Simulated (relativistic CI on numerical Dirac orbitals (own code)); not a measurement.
# Ta IV (Ta³⁺): levels and lines

Aim: the low levels of Ta³⁺, their labels and the strongest lines; runs with one setting changed show what the result hangs on.

The numbers are computed with relativistic CI on numerical Dirac orbitals (own code) version 3 (Dirac-Coulomb-Breit CI, KLI orbitals optimised for each configuration, model QED (radiative potential, 1s self-energy scaled to tabulated hydrogen-like ionisation energies), valence Slater integrals scaled by 0.85, P86 correlation energy added to each configuration), except any that are marked as measured or tabulated.

## 1. Starting point

- ion: Ta³⁺ (Ta IV)
- nuclear charge: 73
- electrons: 70
- isotope: A = 181
- first configuration typed: [Xe] 4f14 5d2

Outer shells as boxes (Hund's rule):

first configuration typed
```
[Xe] core
4f [↑↓][↑↓][↑↓][↑↓][↑↓][↑↓][↑↓]
5d [↑ ][↑ ][  ][  ][  ]
```

## 2. Base run

Settings of the run:

```ini
atom Ta  Z=73  charge=3  electrons=70
nucleus A=181  rms_radius_fm=5.3507
hamiltonian dirac-coulomb  breit=on  qed=on  c_scale=1
orbitals kli  potential=per-configuration
slater_scale 0.85
correlation p86
mixing on
configurations
  [Xe] 4f14 5d2
  [Xe] 4f14 5d 6s
  [Xe] 4f14 6s2
  [Xe] 4f14 5d 6p
  [Xe] 4f14 5d 5f
  [Xe] 4f14 6s 6p
  [Xe] 4f14 5d 5g
  [Xe] 4f14 5d 6d
  [Xe] 4f14 5d 7s
  [Xe] 4f14 5f2
  [Xe] 4f14 5d 7p
  [Xe] 4f14 6p2
  [Kr] 4d10 4f14 5s2 5p5 5d3
  [Xe] 4f14 5d 7d
  [Xe] 4f14 6s 7s
  [Xe] 4f13 5d3
end
```

The run is started by

```
python run_levels.py task.json out
```

One command runs all members of the session, one after another, from task.json.

Results of the run (chosen fields of its result record, rounded):

```text
status: converged
levels [i, E_cm, J2, conf, term, w_term, jj, w_jj, g, tau_s]:
  - [0, 0, 4, "4f14 5p6 5d2", "3F", 0.922, "5d3/2^2", 0.8859, 0.6929, "-"]
  - [1, 3840.8158, 6, "4f14 5p6 5d2", "3F", 0.9997, "5d3/2 5d5/2", 0.9997, 1.083, 0.7458]
  - [2, 7453.5348, 8, "4f14 5p6 5d2", "3F", 0.9603, "5d5/2^2", 0.6207, 1.24, 1.092]
  - [3, 10222.452, 4, "4f14 5p6 5d2", "1D", 0.6565, "5d3/2 5d5/2", 0.7662, 1.095, 0.4418]
  - [4, 11015.461, 0, "4f14 5p6 5d2", "3P", 0.9551, "5d3/2^2", 0.7881, "-", 7.327]
  - [5, 12981.112, 2, "4f14 5p6 5d2", "3P", 0.999, "5d3/2 5d5/2", 0.999, 1.501, 2.099]
  - [6, 16463.073, 4, "4f14 5p6 5d2", "3P", 0.7592, "5d5/2^2", 0.8581, 1.378, 0.3319]
  - [7, 17687.075, 8, "4f14 5p6 5d2", "1G", 0.9604, "5d3/2 5d5/2", 0.6208, 1.01, 0.2882]
  - [8, 32053.925, 2, "4f14 5p6 5d 6s", "3D", 0.9997, "5d3/2 6s", 0.9997, 0.4985, 0.02684]
  - [9, 33564.772, 4, "4f14 5p6 5d 6s", "3D", 0.9393, "5d3/2 6s", 0.8019, 1.157, 0.02566]
  - [10, 33733.22, 0, "4f14 5p6 5d2", "1S", 0.9111, "5d5/2^2", 0.7589, "-", 0.03385]
  - [11, 37467.021, 6, "4f14 5p6 5d 6s", "3D", 0.9997, "5d5/2 6s", 0.9997, 1.334, 0.02311]
  - [12, 44910.957, 4, "4f14 5p6 5d 6s", "1D", 0.8828, "5d5/2 6s", 0.778, 1.01, 0.01722]
  - [13, 74222.104, 0, "4f14 5p6 6s2", "1S", 0.9347, "closed", 0.9347, "-", 0.004415]
  - [14, 80608.913, 4, "4f14 5p6 5d 6p", "3F*", 0.6723, "5d3/2 6p1/2", 0.9895, 0.7872, 7.43e-10]
  - [15, 83847.381, 2, "4f14 5p6 5d 6p", "3D*", 0.7283, "5d3/2 6p1/2", 0.9207, 0.6807, 4.582e-10]
  - [16, 88103.902, 4, "4f14 5p6 5d 6p", "3D*", 0.4331, "5d5/2 6p1/2", 0.9227, 1.171, 4.99e-10]
  - [17, 88332.167, 6, "4f14 5p6 5d 6p", "3F*", 0.7815, "5d5/2 6p1/2", 0.8148, 1.124, 6.322e-10]
  - [18, 90803.526, 4, "4f14 5p6 5d 6p", "3D*", 0.4609, "5d3/2 6p3/2", 0.9549, 0.9987, 4.07e-10]
  - [19, 93904.813, 6, "4f14 5p6 5d 6p", "3D*", 0.6327, "5d3/2 6p3/2", 0.6202, 1.23, 3.655e-10]
  - [20, 94066.05, 2, "4f14 5p6 5d 6p", "3P*", 0.5906, "5d3/2 6p3/2", 0.9233, 1.192, 4.475e-10]
  - [21, 95183.202, 0, "4f14 5p6 5d 6p", "3P*", 0.9628, "5d3/2 6p3/2", 0.9628, "-", 4.807e-10]
  - [22, 97081.826, 8, "4f14 5p6 5d 6p", "3F*", 0.9994, "5d5/2 6p3/2", 0.9994, 1.25, 5.622e-10]
  - [23, 98716.275, 4, "4f14 5p6 5d 6p", "3P*", 0.728, "5d5/2 6p3/2", 0.8804, 1.377, 4.258e-10]
  - [24, 101481.25, 6, "4f14 5p6 5d 6p", "1F*", 0.8039, "5d5/2 6p3/2", 0.6857, 1.063, 3.123e-10]
  - "... 175 more rows left out ..."
lines, the strongest and those to the lowest levels [upper, lower, type, S_au, A_per_s, branching]:
  - [8, 0, "E2", 20.85, 26.34, 0.7069]
  - [8, 1, "E2", 12.6, 8.408, 0.2257]
  - [9, 0, "E2", 17.93, 17.11, 0.439]
  - [9, 1, "E2", 29.09, 15.12, 0.3879]
  - [9, 2, "E2", 15.69, 4.266, 0.1095]
  - [11, 1, "E2", 17.18, 11.82, 0.2732]
  - [11, 2, "E2", 62.57, 24.38, 0.5635]
  - [41, 22, "E1", 42.32, 2.21e+09, 1]
  - [54, 1, "E1", 2.353, 2.542e+09, 0.9349]
  - [55, 0, "E1", 2.53, 3.78e+09, 0.6526]
  - [57, 0, "E1", 3.262, 5.002e+09, 0.6089]
  - [63, 1, "E1", 4.469, 5.363e+09, 0.7048]
  - [63, 2, "E1", 1.942, 2.189e+09, 0.2877]
  - [66, 3, "E1", 2.605, 3.632e+09, 0.635]
  - [67, 2, "E1", 9.42, 8.801e+09, 0.9819]
  - [70, 6, "E1", 4.024, 5.178e+09, 0.8392]
  - [81, 7, "E1", 14.16, 1.212e+10, 0.9927]
  - [128, 24, "E1", 10.83, 4.318e+09, 0.5461]
n_levels_all: 458
total_energy [Ha]: -15592.377823
configurations [conf, odd, states, E_av_cm, breit_Ha, qed_Ha, corr_Ha]:
  - ["4f14 5p6 5d2", 0, 45, 10880, 16.38, 11.11, -4.842]
  - ["4f14 5p6 5d 6s", 0, 20, 37351, 16.38, 11.11, -4.826]
  - ["4f14 5p6 6s2", 0, 1, 76381.8, 16.38, 11.11, -4.815]
  - ["4f14 5p6 5d 6p", 1, 60, 93818.9, 16.38, 11.11, -4.822]
  - ["4f14 5p6 5d 5f", 1, 140, 178533, 16.38, 11.11, -4.817]
  - ["4f14 5p6 6s 6p", 1, 12, 128349, 16.38, 11.11, -4.812]
  - ["4f14 5p6 5d 5g", 0, 180, 223705, 16.38, 11.11, -4.8]
  - ["4f14 5p6 5d 6d", 0, 100, 161883, 16.38, 11.11, -4.819]
  - ["4f14 5p6 5d 7s", 0, 20, 161768, 16.38, 11.11, -4.816]
  - ["4f14 5p6 5f2", 0, 91, 375709, 16.38, 11.11, -4.802]
  - ["4f14 5p6 5d 7p", 1, 60, 183688, 16.38, 11.11, -4.814]
  - ["4f14 5p6 6p2", 0, 15, 193385, 16.38, 11.11, -4.81]
  - ["4f14 5p5 5d3", 1, 720, 333264, 16.37, 11.11, -4.833]
  - ["4f14 5p6 5d 7d", 0, 100, 213426, 16.38, 11.11, -4.811]
  - "... 2 more rows left out ..."
radial 4f14 5p6 5d2 [Ha, bohr]: {"<r^-3>(5d)": 7.7691, "<r^1>(5d)": 1.8407, "<r^2>(5d)": 3.9136, "<r^4>(5d)": 25.535, "F2(5d,5d)": 0.2569, "F4(5d,5d)": 0.16972, "zeta(5d)": 0.00902}
radial 4f14 5p6 5d 6s [Ha, bohr]: {"<r^-3>(5d)": 8.0899, "<r^1>(5d)": 1.824, "<r^2>(5d)": 3.8522, "<r^4>(5d)": 25.001, "zeta(5d)": 0.0099753, "<r^1>(6s)": 2.6838, "<r^2>(6s)": 8.0278, "<r^4>(6s)": 91.883, "G2(5d,6s)": 0.10772}
ionisation_energy [eV]: 35.9867
```

Wall time 3 s (1 thread, shared host).

The same levels in spectroscopic notation (° marks odd parity):

```tsv
level	energy (cm⁻¹)	LS purity (%)	jj purity (%)	radiative lifetime (s)
5d2 3F2	0.0	92	89	-
5d2 3F3	3840.8	100	100	0.75
5d2 3F4	7453.5	96	62	1.1
5d2 1D2	10222.5	66	77	0.44
5d2 3P0	11015.5	96	79	7.3
5d2 3P1	12981.1	100	100	2.1
5d2 3P2	16463.1	76	86	0.33
5d2 1G4	17687.1	96	62	0.29
5d 6s 3D1	32054	100	100	0.027
5d 6s 3D2	33565	94	80	0.026
5d2 1S0	33733	91	76	0.034
5d 6s 3D3	37467	100	100	0.023
5d 6s 1D2	44911	88	78	0.017
6s2 1S0	74222	93	93	0.0044
```

Where the configurations lie:

```tsv
configuration	levels among the lowest 60	parity	lowest (cm⁻¹)	highest (cm⁻¹)
5d2	9	even	0.0	33733
5d 6s	4	even	32054	44911
6s2	1	even	74222	74222
5d 6p	12	odd	80609	102072
6s 6p	4	odd	115135	148217
5d 6d	18	even	154941	171126
5d 7s	4	even	157994	165320
5d 5f	8	odd	171517	175707
```

Strongest E1 lines among the lowest 200 of 458 levels, by gA:

```tsv
upper	lower	wavelength (nm)	A (1/s)
5d 5f 1H°5	5d2 1G4	59.92	1.21e+10
5d 5f 3G°5	5d2 3F4	58.20	8.8e+09
5d 5f 3G°4	5d2 3F3	57.25	5.36e+09
5d 5f [5d5/2 5f7/2] J=3°	5d2 3P2	60.82	5.18e+09
5d 5f [5d3/2 5f5/2] J=3°	5d2 3F2	57.37	5e+09
5d 5f 3F°3	5d2 3F2	57.86	3.78e+09
5d 5f [5d5/2 5f5/2] J=3°	5d2 1D2	59.21	3.63e+09
5d 6d 3G5	5d 6p 3F°4	152.2	2.21e+09
5d 5f 3H°4	5d2 3F3	59.28	2.54e+09
6p2 [6p3/2^2] J=2	5d 6p 1F°3	100.5	4.32e+09
```

## 3. Slater integrals scaled by 0.75

The settings differ from step 2 so:

```diff
@@ -4,3 +4,3 @@
 orbitals kli  potential=per-configuration
-slater_scale 0.85
+slater_scale 0.75
 correlation p86
```

Result record:

```text
status: converged
levels [i, E_cm, J2, conf, term, w_term, w_jj]:
  - [0, 0, 4, "4f14 5p6 5d2", "3F", 0.9129, 0.8967]
  - [1, 3887.1121, 6, "4f14 5p6 5d2", "3F", 0.9997, 0.9997]
  - [2, 7425.6844, 8, "4f14 5p6 5d2", "3F", 0.9471, 0.5898]
  - [3, 9631.0414, 4, "4f14 5p6 5d2", "1D", 0.6238, 0.8025]
  - [4, 9905.6474, 0, "4f14 5p6 5d2", "3P", 0.9465, 0.8051]
  - [5, 11976.997, 2, "4f14 5p6 5d2", "3P", 0.9992, 0.9992]
  - [6, 15614.237, 4, "4f14 5p6 5d2", "3P", 0.7244, 0.8851]
  - [7, 16336.28, 8, "4f14 5p6 5d2", "1G", 0.9472, 0.5899]
  - [8, 30893.579, 0, "4f14 5p6 5d2", "1S", 0.9139, 0.7837]
  - [9, 31615.787, 2, "4f14 5p6 5d 6s", "3D", 0.9997, 0.9997]
  - [10, 33053.518, 4, "4f14 5p6 5d 6s", "3D", 0.9263, 0.8238]
  - [11, 37052.607, 6, "4f14 5p6 5d 6s", "3D", 0.9998, 0.9998]
  - [12, 43438.325, 4, "4f14 5p6 5d 6s", "1D", 0.8802, 0.8049]
  - [13, 73952.407, 0, "4f14 5p6 6s2", "1S", 0.9506, 0.9506]
  - [14, 80408.724, 4, "4f14 5p6 5d 6p", "3F*", 0.6826, 0.9919]
  - [15, 83410.813, 2, "4f14 5p6 5d 6p", "3D*", 0.7137, 0.9314]
  - "... 184 more rows left out ..."
n_levels_all: 458
total_energy [Ha]: -15592.374787
configurations [conf, odd, states, E_av_cm, breit_Ha, qed_Ha, corr_Ha]:
  - ["4f14 5p6 5d2", 0, 45, 10213.8, 16.38, 11.11, -4.842]
  - ["4f14 5p6 5d 6s", 0, 20, 36684.8, 16.38, 11.11, -4.826]
  - ["4f14 5p6 6s2", 0, 1, 75715.6, 16.38, 11.11, -4.815]
  - ["4f14 5p6 5d 6p", 1, 60, 93152.7, 16.38, 11.11, -4.822]
  - ["4f14 5p6 5d 5f", 1, 140, 177867, 16.38, 11.11, -4.817]
  - ["4f14 5p6 6s 6p", 1, 12, 127683, 16.38, 11.11, -4.812]
  - ["4f14 5p6 5d 5g", 0, 180, 223038, 16.38, 11.11, -4.8]
  - ["4f14 5p6 5d 6d", 0, 100, 161216, 16.38, 11.11, -4.819]
  - ["4f14 5p6 5d 7s", 0, 20, 161102, 16.38, 11.11, -4.816]
  - ["4f14 5p6 5f2", 0, 91, 375043, 16.38, 11.11, -4.802]
  - ["4f14 5p6 5d 7p", 1, 60, 183021, 16.38, 11.11, -4.814]
  - ["4f14 5p6 6p2", 0, 15, 192719, 16.38, 11.11, -4.81]
  - ["4f14 5p5 5d3", 1, 720, 332597, 16.37, 11.11, -4.833]
  - ["4f14 5p6 5d 7d", 0, 100, 212759, 16.38, 11.11, -4.811]
  - "... 2 more rows left out ..."
ionisation_energy [eV]: 35.9064
```

It took 3 s on 1 thread, shared host.

Shifts of the excitation energies against the main run, counted from its lowest level (cm⁻¹):

```tsv
level	main run	shift
5d2 3F3	3840.8	+46.3
5d2 3F4	7453.5	-27.9
5d2 1D2	10222.5	-591.4
5d2 3P0	11015.5	-1109.8
5d2 3P1	12981.1	-1004.1
5d2 3P2	16463.1	-848.8
5d2 1G4	17687.1	-1350.8
5d 6s 3D1	32054	-438.1
5d 6s 3D2	33565	-511.3
5d2 1S0	33733	-2839.6
5d 6s 3D3	37467	-414.4
5d 6s 1D2	44911	-1472.6
```

## 4. Slater integrals scaled by 1

The settings differ from step 3 so:

```diff
@@ -4,3 +4,3 @@
 orbitals kli  potential=per-configuration
-slater_scale 0.75
+slater_scale 1
 correlation p86
```

Result record:

```text
status: converged
levels [i, E_cm, J2, conf, term, w_term, w_jj]:
  - [0, 0, 4, "4f14 5p6 5d2", "3F", 0.9328, 0.8717]
  - [1, 3784.3651, 6, "4f14 5p6 5d2", "3F", 0.9996, 0.9996]
  - [2, 7480.2194, 8, "4f14 5p6 5d2", "3F", 0.9726, 0.6538]
  - [3, 11053.574, 4, "4f14 5p6 5d2", "1D", 0.6968, 0.7124]
  - [4, 12648.146, 0, "4f14 5p6 5d2", "3P", 0.9642, 0.7672]
  - [5, 14489.821, 2, "4f14 5p6 5d2", "3P", 0.9986, 0.9986]
  - [6, 17764.611, 4, "4f14 5p6 5d2", "3P", 0.8052, 0.8169]
  - [7, 19753.247, 8, "4f14 5p6 5d2", "1G", 0.9726, 0.6538]
  - [8, 32725.308, 2, "4f14 5p6 5d 6s", "3D", 0.9996, 0.9996]
  - [9, 34321.496, 4, "4f14 5p6 5d 6s", "3D", 0.9533, 0.7738]
  - [10, 37833.308, 0, "4f14 5p6 5d2", "1S", 0.8973, 0.7221]
  - [11, 38102.928, 6, "4f14 5p6 5d 6s", "3D", 0.9996, 0.9996]
  - [12, 47159.72, 4, "4f14 5p6 5d 6s", "1D", 0.8809, 0.7422]
  - [13, 74638.943, 0, "4f14 5p6 6s2", "1S", 0.9044, 0.9044]
  - [14, 80909.548, 4, "4f14 5p6 5d 6p", "3F*", 0.6565, 0.9854]
  - [15, 84461.15, 2, "4f14 5p6 5d 6p", "3D*", 0.746, 0.9057]
  - "... 184 more rows left out ..."
n_levels_all: 458
total_energy [Ha]: -15592.382447
configurations [conf, odd, states, E_av_cm, breit_Ha, qed_Ha, corr_Ha]:
  - ["4f14 5p6 5d2", 0, 45, 11894.9, 16.38, 11.11, -4.842]
  - ["4f14 5p6 5d 6s", 0, 20, 38365.9, 16.38, 11.11, -4.826]
  - ["4f14 5p6 6s2", 0, 1, 77396.7, 16.38, 11.11, -4.815]
  - ["4f14 5p6 5d 6p", 1, 60, 94833.9, 16.38, 11.11, -4.822]
  - ["4f14 5p6 5d 5f", 1, 140, 179548, 16.38, 11.11, -4.817]
  - ["4f14 5p6 6s 6p", 1, 12, 129364, 16.38, 11.11, -4.812]
  - ["4f14 5p6 5d 5g", 0, 180, 224719, 16.38, 11.11, -4.8]
  - ["4f14 5p6 5d 6d", 0, 100, 162898, 16.38, 11.11, -4.819]
  - ["4f14 5p6 5d 7s", 0, 20, 162783, 16.38, 11.11, -4.816]
  - ["4f14 5p6 5f2", 0, 91, 376724, 16.38, 11.11, -4.802]
  - ["4f14 5p6 5d 7p", 1, 60, 184703, 16.38, 11.11, -4.814]
  - ["4f14 5p6 6p2", 0, 15, 194400, 16.38, 11.11, -4.81]
  - ["4f14 5p5 5d3", 1, 720, 334278, 16.37, 11.11, -4.833]
  - ["4f14 5p6 5d 7d", 0, 100, 214441, 16.38, 11.11, -4.811]
  - "... 2 more rows left out ..."
ionisation_energy [eV]: 36.109
```

It took 3 s on 1 thread, shared host.

How the levels moved (cm⁻¹, from the main run's lowest level):

```tsv
level	main run	shift
5d2 3F3	3840.8	-56.5
5d2 3F4	7453.5	+26.7
5d2 1D2	10222.5	+831.1
5d2 3P0	11015.5	+1632.7
5d2 3P1	12981.1	+1508.7
5d2 3P2	16463.1	+1301.5
5d2 1G4	17687.1	+2066.2
5d 6s 3D1	32054	+671.4
5d 6s 3D2	33565	+756.7
5d2 1S0	33733	+4100.1
5d 6s 3D3	37467	+635.9
5d 6s 1D2	44911	+2248.8
```

## 5. The first configuration alone

Settings of the run:

```ini
atom Ta  Z=73  charge=3  electrons=70
nucleus A=181  rms_radius_fm=5.3507
hamiltonian dirac-coulomb  breit=on  qed=on  c_scale=1
orbitals kli  potential=per-configuration
slater_scale 0.85
correlation p86
mixing on
configurations
  [Xe] 4f14 5d2
end
```

Result record:

```text
status: converged
levels [i, E_cm, J2, conf, term, w_term, w_jj]:
  - [0, 0, 4, "5d2", "3F", 0.9398, 0.8691]
  - [1, 3756.0669, 6, "5d2", "3F", 1, 1]
  - [2, 7382.9167, 8, "5d2", "3F", 0.9606, 0.6208]
  - [3, 11239.123, 0, "5d2", "3P", 0.9654, 0.7723]
  - [4, 11477.502, 4, "5d2", "1D", 0.5782, 0.841]
  - [5, 13069.764, 2, "5d2", "3P", 1, 1]
  - [6, 17223.591, 4, "5d2", "3P", 0.6236, 0.9539]
  - [7, 17611.29, 8, "5d2", "1G", 0.9606, 0.6208]
  - [8, 36887.751, 0, "5d2", "1S", 0.9654, 0.7723]
n_levels_all: 9
total_energy [Ha]: -15592.377062
configurations [conf, odd, states, E_av_cm, breit_Ha, qed_Ha, corr_Ha]:
  - ["5d2", 0, 45, 10712.9, 16.38, 11.11, -4.842]
```

Wall time 0.17 s (1 thread, shared host).

Shifts of the excitation energies against the main run, counted from its lowest level (cm⁻¹): (levels that can't be paired are left out)

```tsv
level	main run	shift
5d2 3F3	3840.8	-84.7
5d2 3F4	7453.5	-70.6
5d2 1D2	10222.5	+1255.0
5d2 3P0	11015.5	+223.7
5d2 3P1	12981.1	+88.7
5d2 3P2	16463.1	+760.5
5d2 1G4	17687.1	-75.8
5d2 1S0	33733	+3154.5
```

## 6. The first 3 configurations alone

The settings differ from step 5 so:

```diff
@@ -9,2 +9,4 @@
   [Xe] 4f14 5d2
+  [Xe] 4f14 5d 6s
+  [Xe] 4f14 6s2
 end
```

Result record:

```text
status: converged
levels [i, E_cm, J2, conf, term, w_term, w_jj]:
  - [0, 0, 4, "5d2", "3F", 0.9236, 0.8844]
  - [1, 3842.3078, 6, "5d2", "3F", 1, 1]
  - [2, 7469.2406, 8, "5d2", "3F", 0.9606, 0.6208]
  - [3, 10319.55, 4, "5d2", "1D", 0.6604, 0.7597]
  - [4, 11287.419, 0, "5d2", "3P", 0.9614, 0.7793]
  - [5, 13155.966, 2, "5d2", "3P", 1, 1]
  - [6, 16595.214, 4, "5d2", "3P", 0.7656, 0.8536]
  - [7, 17697.614, 8, "5d2", "1G", 0.9606, 0.6208]
  - [8, 32018.128, 2, "5d 6s", "3D", 1, 1]
  - [9, 33597.557, 4, "5d 6s", "3D", 0.9499, 0.7849]
  - [10, 34899.814, 0, "5d2", "1S", 0.9142, 0.747]
  - [11, 37422.934, 6, "5d 6s", "3D", 1, 1]
  - [12, 45926.207, 4, "5d 6s", "1D", 0.8952, 0.7622]
  - [13, 78413.378, 0, "6s2", "1S", 0.9518, 0.9518]
n_levels_all: 14
total_energy [Ha]: -15592.377455
configurations [conf, odd, states, E_av_cm, breit_Ha, qed_Ha, corr_Ha]:
  - ["5d2", 0, 45, 10799.3, 16.38, 11.11, -4.842]
  - ["5d 6s", 0, 20, 37270.3, 16.38, 11.11, -4.826]
  - ["6s2", 0, 1, 76301.1, 16.38, 11.11, -4.815]
```

Run time: 0.42 s. Hardware: 1 thread, shared host.

Shifts of the excitation energies against the main run, counted from its lowest level (cm⁻¹):

```tsv
level	main run	shift
5d2 3F3	3840.8	+1.5
5d2 3F4	7453.5	+15.7
5d2 1D2	10222.5	+97.1
5d2 3P0	11015.5	+272.0
5d2 3P1	12981.1	+174.9
5d2 3P2	16463.1	+132.1
5d2 1G4	17687.1	+10.5
5d 6s 3D1	32054	-35.8
5d 6s 3D2	33565	+32.8
5d2 1S0	33733	+1166.6
5d 6s 3D3	37467	-44.1
5d 6s 1D2	44911	+1015.2
```

## 7. The runs side by side

| run | time | mean size of shift, levels followed (cm⁻¹) | lowest level | ionisation energy (eV) |
| --- | --- | --- | --- | --- |
| main run | 3 s | 0 | 5d2 3F2 | 35.987 |
| Slater integrals scaled by 0.75 | 3 s | 888 | 5d2 3F2 | 35.906 |
| Slater integrals scaled by 1 | 3 s | 1320 | 5d2 3F2 | 36.109 |
| the first configuration alone | 0.17 s | 714 | 5d2 3F2 | - |
| the first 3 configurations alone | 0.42 s | 250 | 5d2 3F2 | - |

The tabulated theoretical ionisation energy (NIST) is 35 eV.

## 8. Results

| quantity | value |
| --- | --- |
| lowest level | 5d2 3F2 |
| first excitation | 5d2 3F3, 3840.8 cm⁻¹ |
| lowest level of the other parity | 5d 6p [5d3/2 6p1/2] J=2°, 80609 cm⁻¹ |
| levels in the model | 458 |
| fastest E1 line (by rate) to the lowest level among the lowest 200 of 458 levels | 57.37 nm, from 5d 5f [5d3/2 5f5/2] J=3° |
| ionisation energy | 35.987 eV |
| ionisation energy, tabulated theoretical (NIST) | 35 eV |

In words: 5d2 3F2 comes out lowest; its LS label holds 92 % and its jj label 89 %; over the low levels the means are 90 and 85 %, so both schemes do about equally well. The ionisation energy agrees with the tabulated theoretical value within its uncertainty of 1.7 eV. Of the changes tried, the run «Slater integrals scaled by 1» moves the low levels most, by 1320 cm⁻¹ on average. Near neutrality, missing correlation can shift configurations against each other by thousands of cm⁻¹. Lifetimes count radiative decay inside the model alone.
